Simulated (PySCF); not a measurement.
# C4H9BS: electronic excitations at several levels of theory, part 2 of 2

PySCF 2.14.0. Atoms count from 0.

### Step 6. Ultraviolet spectrum: B3LYP/def2-SVPD

The job: settings as JSON, then the geometry in Å.

```
{"job": {"kind": "uv", "xc": "B3LYP", "basis": "def2-SVPD", "ip": true}, "charge": 0, "multiplicity": 1}
C      1.852139    -0.498403    -1.456163
C      1.598388    -0.190393    -0.303070
B      1.207463     0.208599     1.150538
S     -0.744115     0.483807     1.172788
C     -1.397736    -1.031155     0.456135
C     -1.030300     1.634671    -0.180039
H      2.117744    -0.772670    -2.460650
H      1.617552     1.294836     1.526911
H      1.345833    -0.665009     1.991639
H     -1.235139    -1.825508     1.196357
H     -2.472932    -0.914733     0.265679
H     -0.843462    -1.263770    -0.464791
H     -0.626433     2.604025     0.140243
H     -2.108990     1.724159    -0.365303
H     -0.491054     1.284893    -1.072376
```

Level: TDDFT B3LYP/def2-SVPD, vertical, gas phase, core orbitals frozen in the response.

Output:

```text
coarse grid: 12640 points
cycle   1  E = -580.4549603172  dE =  3.570e-01  |g| = 4.586e-01  |ddm| = 8.880e+00
cycle   2  E = -580.4110212191  dE =  4.394e-02  |g| = 6.024e-01  |ddm| = 2.387e+00
cycle   3  E = -580.5129685993  dE = -1.019e-01  |g| = 2.027e-01  |ddm| = 1.344e+00
cycle   4  E = -580.5230463573  dE = -1.008e-02  |g| = 4.179e-02  |ddm| = 3.071e-01
cycle   5  E = -580.5234851276  dE = -4.388e-04  |g| = 1.317e-02  |ddm| = 9.635e-02
cycle   6  E = -580.5235424496  dE = -5.732e-05  |g| = 2.432e-03  |ddm| = 3.869e-02
cycle   7  E = -580.5235440845  dE = -1.635e-06  |g| = 6.876e-04  |ddm| = 7.401e-03
final grid: 116136 points
cycle   8  E = -580.5989774856  dE = -3.967e-05  |g| = 3.793e-03  |ddm| = 1.500e-01
cycle   9  E = -580.5989751084  dE =  2.377e-06  |g| = 4.889e-03  |ddm| = 1.579e-02
cycle  10  E = -580.5989811849  dE = -6.077e-06  |g| = 1.125e-03  |ddm| = 8.005e-03
cycle  11  E = -580.5989815069  dE = -3.220e-07  |g| = 3.346e-04  |ddm| = 1.760e-03
cycle  12  E = -580.5989815346  dE = -2.775e-08  |g| = 8.903e-05  |ddm| = 6.614e-04
cycle  13  E = -580.5989815370  dE = -2.328e-09  |g| = 1.608e-05  |ddm| = 2.315e-04
cycle  14  E = -580.5989815370  dE = -7.276e-11  |g| = 4.727e-06  |ddm| = 5.809e-05
converged SCF energy = -580.5989815370

Static polarisability (au): isotropic 86.593, principal 79.813 83.747 96.220

Singlet excitations
state   eV       nm        f      main configurations
  1   5.6677    218.8   0.00064   H->L 0.51, H->L+2 0.34
  2   5.9471    208.5   0.00019   H->L+1 0.78, H-1->L 0.09
  3   6.1338    202.1   0.00203   H-1->L+1 0.91
  4   6.2526    198.3   0.00203   H->L+2 0.52, H->L 0.44
  5   6.2917    197.1   0.06957   H-1->L 0.49, H->L+1 0.20, H->L+5 0.17
  6   6.5232    190.1   0.00427   H-1->L+2 0.56, H-1->L 0.31
  7   6.6597    186.2   0.00136   H->L+3 0.85, H->L+2 0.10
  8   6.7702    183.1   0.00029   H-1->L+5 0.79
  9   6.9228    179.1   0.02301   H-1->L+3 0.80, H-1->L+2 0.13
 10   7.0891    174.9   0.00508   H->L+4 0.76, H->L+6 0.17

Triplet excitations (Tamm-Dancoff, eV): 5.0214 5.2670 5.4732 5.9723
Vertical ionisation energy (delta-SCF) = 9.1154 eV
```

Run time: 78 s. Hardware: 1 thread, shared host.

In short: HOMO -6.83 eV, LUMO -0.07 eV; lowest singlet 5.67 eV.

### Step 7. Excited states and response: PBE0/def2-SVPD

The job, as its differences from that of step 6:

```diff
@@ -1,2 +1,2 @@
-{"job": {"kind": "uv", "xc": "B3LYP", "basis": "def2-SVPD", "ip": true}, "charge": 0, "multiplicity": 1}
+{"job": {"kind": "uv", "xc": "PBE0", "basis": "def2-SVPD", "ip": true}, "charge": 0, "multiplicity": 1}
 C      1.852139    -0.498403    -1.456163
```

With the program's defaults for keys left out, this is: TDDFT PBE0/def2-SVPD, vertical, gas phase, core orbitals frozen in the response.

Output:

```text
coarse grid: 12640 points
cycle   1  E = -580.0769714619  dE =  3.830e-01  |g| = 4.207e-01  |ddm| = 7.209e+00
cycle   2  E = -580.0518851693  dE =  2.509e-02  |g| = 5.195e-01  |ddm| = 2.084e+00
cycle   3  E = -580.1271820935  dE = -7.530e-02  |g| = 1.775e-01  |ddm| = 1.121e+00
cycle   4  E = -580.1348516633  dE = -7.670e-03  |g| = 3.602e-02  |ddm| = 2.684e-01
cycle   5  E = -580.1351871340  dE = -3.355e-04  |g| = 1.021e-02  |ddm| = 7.905e-02
cycle   6  E = -580.1352217868  dE = -3.465e-05  |g| = 1.821e-03  |ddm| = 3.053e-02
cycle   7  E = -580.1352226817  dE = -8.949e-07  |g| = 5.439e-04  |ddm| = 5.604e-03
final grid: 116136 points
cycle   8  E = -580.2015888205  dE = -3.335e-05  |g| = 7.743e-03  |ddm| = 1.182e-01
cycle   9  E = -580.2015836715  dE =  5.149e-06  |g| = 8.917e-03  |ddm| = 2.966e-02
cycle  10  E = -580.2016051305  dE = -2.146e-05  |g| = 7.428e-04  |ddm| = 1.491e-02
cycle  11  E = -580.2016052775  dE = -1.470e-07  |g| = 2.763e-04  |ddm| = 1.959e-03
cycle  12  E = -580.2016052915  dE = -1.396e-08  |g| = 1.429e-04  |ddm| = 5.005e-04
cycle  13  E = -580.2016052971  dE = -5.609e-09  |g| = 2.691e-05  |ddm| = 2.444e-04
cycle  14  E = -580.2016052973  dE = -2.308e-10  |g| = 5.840e-06  |ddm| = 8.280e-05
converged SCF energy = -580.2016052973

Static polarisability (au): isotropic 85.783, principal 79.009 82.988 95.351

Singlet excitations
state   eV       nm        f      main configurations
  1   5.7585    215.3   0.00063   H->L 0.48, H->L+2 0.36
  2   6.1548    201.4   0.00022   H->L+1 0.61, H-1->L 0.15, H-1->L+2 0.09
  3   6.3437    195.4   0.00259   H-1->L+1 0.84, H-1->L+5 0.08
  4   6.5140    190.3   0.07002   H->L+1 0.37, H-1->L 0.30, H->L+5 0.17
  5   6.5617    189.0   0.00214   H->L+2 0.51, H->L 0.44
  6   6.8260    181.6   0.01615   H-1->L+2 0.50, H-1->L 0.42
  7   6.8982    179.7   0.00071   H-1->L+5 0.63, H->L+3 0.09, H-1->L+1 0.09
  8   6.9508    178.4   0.00107   H->L+3 0.81, H-1->L+5 0.09
  9   7.2111    171.9   0.03047   H-1->L+3 0.81, H-1->L+2 0.10
 10   7.3690    168.3   0.00647   H->L+4 0.70, H->L+6 0.19

Triplet excitations (Tamm-Dancoff, eV): 4.9541 5.2692 5.4691 6.1039
Vertical ionisation energy (delta-SCF) = 9.1047 eV
```

It took 76 s on 1 thread, shared host.

Key values: HOMO -7.05 eV, LUMO 0.19 eV; lowest singlet 5.76 eV.

### Step 8. TDDFT and polarisability: BHandHLYP/def2-SVPD

The job, as its differences from that of step 7:

```diff
@@ -1,2 +1,2 @@
-{"job": {"kind": "uv", "xc": "PBE0", "basis": "def2-SVPD", "ip": true}, "charge": 0, "multiplicity": 1}
+{"job": {"kind": "uv", "xc": "BHandHLYP", "basis": "def2-SVPD", "ip": true}, "charge": 0, "multiplicity": 1}
 C      1.852139    -0.498403    -1.456163
```

Method: TDDFT BHandHLYP/def2-SVPD, vertical, gas phase, core orbitals frozen in the response.

Output:

```text
coarse grid: 12640 points
cycle   1  E = -580.3514960351  dE =  5.190e-01  |g| = 3.590e-01  |ddm| = 7.225e+00
cycle   2  E = -580.3725988725  dE = -2.110e-02  |g| = 2.935e-01  |ddm| = 1.672e+00
cycle   3  E = -580.3956022158  dE = -2.300e-02  |g| = 1.099e-01  |ddm| = 6.333e-01
cycle   4  E = -580.3982883804  dE = -2.686e-03  |g| = 4.162e-02  |ddm| = 2.050e-01
cycle   5  E = -580.3987504584  dE = -4.621e-04  |g| = 4.618e-03  |ddm| = 8.633e-02
cycle   6  E = -580.3987577259  dE = -7.267e-06  |g| = 9.376e-04  |ddm| = 1.571e-02
final grid: 116136 points
cycle   7  E = -580.4479651535  dE = -1.820e-05  |g| = 1.980e-03  |ddm| = 8.660e-02
cycle   8  E = -580.4479655041  dE = -3.506e-07  |g| = 1.809e-03  |ddm| = 9.287e-03
cycle   9  E = -580.4479663672  dE = -8.631e-07  |g| = 3.673e-04  |ddm| = 3.195e-03
cycle  10  E = -580.4479663973  dE = -3.014e-08  |g| = 2.199e-04  |ddm| = 7.950e-04
cycle  11  E = -580.4479664136  dE = -1.621e-08  |g| = 4.003e-05  |ddm| = 3.965e-04
cycle  12  E = -580.4479664147  dE = -1.186e-09  |g| = 1.577e-05  |ddm| = 1.441e-04
cycle  13  E = -580.4479664150  dE = -2.915e-10  |g| = 4.470e-06  |ddm| = 5.805e-05
converged SCF energy = -580.4479664150

Static polarisability (au): isotropic 83.673, principal 77.640 80.952 92.426

Singlet excitations
state   eV       nm        f      main configurations
  1   5.8011    213.7   0.00060   H->L+4 0.36, H->L+2 0.24, H->L 0.12
  2   6.2939    197.0   0.00820   H->L+8 0.25, H-1->L+4 0.19, H-1->L+2 0.15
  3   6.5185    190.2   0.00274   H-1->L+8 0.53, H-1->L+1 0.22, H-1->L+6 0.08
  4   7.0957    174.7   0.00662   H->L 0.56, H->L+2 0.24, H->L+3 0.11
  5   7.1879    172.5   0.00414   H-1->L+1 0.45, H-2->L+1 0.20, H-1->L+6 0.13
  6   7.2647    170.7   0.05583   H->L+1 0.86
  7   7.3023    169.8   0.04526   H-1->L 0.65, H-1->L+2 0.22
  8   7.6939    161.1   0.01327   H->L+2 0.37, H->L+3 0.26, H->L+4 0.18
  9   7.7522    159.9   0.11040   H-1->L+2 0.33, H-2->L 0.17, H-1->L+4 0.17
 10   7.8032    158.9   0.00515   H->L+3 0.41, H->L+4 0.17, H->L+5 0.17

Triplet excitations (Tamm-Dancoff, eV): 4.9613 5.3461 5.5070 6.2362
Vertical ionisation energy (delta-SCF) = 9.1131 eV
```

Wall time 74 s (1 thread, shared host).

In short: HOMO -8.11 eV, LUMO 0.68 eV; lowest singlet 5.80 eV.

### Step 9. Comparing the runs: electronic excitations

Excitations and ground-state properties, with basis size and wall time:

```
                run  lowest singlet (eV)  brightest (eV)      f  gap (eV)  α (Å³)  μ (D)  functions  time
       HF/def2-SVPD                 5.62            8.46  0.319     11.72   12.02   4.90        199  23 s
      LDA/def2-SVPD                 5.25            5.93  0.065      5.18   13.40   4.57        199  71 s
      PBE/def2-SVPD                 5.22            5.81  0.048      5.17   13.19   4.59        199  96 s
    B3LYP/def2-SVPD                 5.67            6.29  0.070      6.76   12.83   4.67        199  78 s
     PBE0/def2-SVPD                 5.76            6.51  0.070      7.24   12.71   4.69        199  76 s
BHandHLYP/def2-SVPD                 5.80            7.75  0.110      8.80   12.40   4.76        199  74 s
```

### Step 10. What came out

What follows sums up all 2 parts.

| quantity | value |
| --- | --- |
| point group | Cs |
| rotational constants (main isotopes) | 3.97, 1.92, 1.88 GHz |
| lowest singlet (HF/def2-SVPD) | 5.62 eV (221 nm), f = 0.000 |
| brightest single state of those computed | state 7, 8.46 eV, f = 0.319 |
| lowest triplet | 4.42 eV |
| vertical ionisation energy (ΔSCF) | 8.20 eV |
| range of the lowest singlet | 5.22 to 5.80 eV |

In words: Single values in the summary come from the first run of each kind that ended normally (HF/def2-SVPD), which need not be the best level. Over 6 steps the energy fell by 0.111 eV; of the close pairs, B2–S3 changed most, 2.014 to 1.971 Å. The lowest singlet, at 5.62 eV, is HOMO→LUMO+7 0.42, HOMO→LUMO+10 0.10 and is dark; of the 10 states computed, the strongest absorption comes from state 7 at 8.46 eV. The lowest triplet lies 1.20 eV below the lowest singlet (triplets in Tamm-Dancoff, singlets in full TDDFT). At HF/def2-SVPD, the highest states lie near or above the ionisation energy, where they hang on the basis. The orbital energy would give 9.76 eV for ionisation, ΔSCF gives 8.20 eV. The lowest singlet runs from 5.22 eV (PBE/def2-SVPD) to 5.80 eV (BHandHLYP/def2-SVPD), while the orbital gap spans 5.17 to 11.72 eV: the excitation energy moves far less from run to run than the orbital gap does. The lowest state need not be the same one in every run. The runs solved for a few states only, so the brightest column depends on that window.
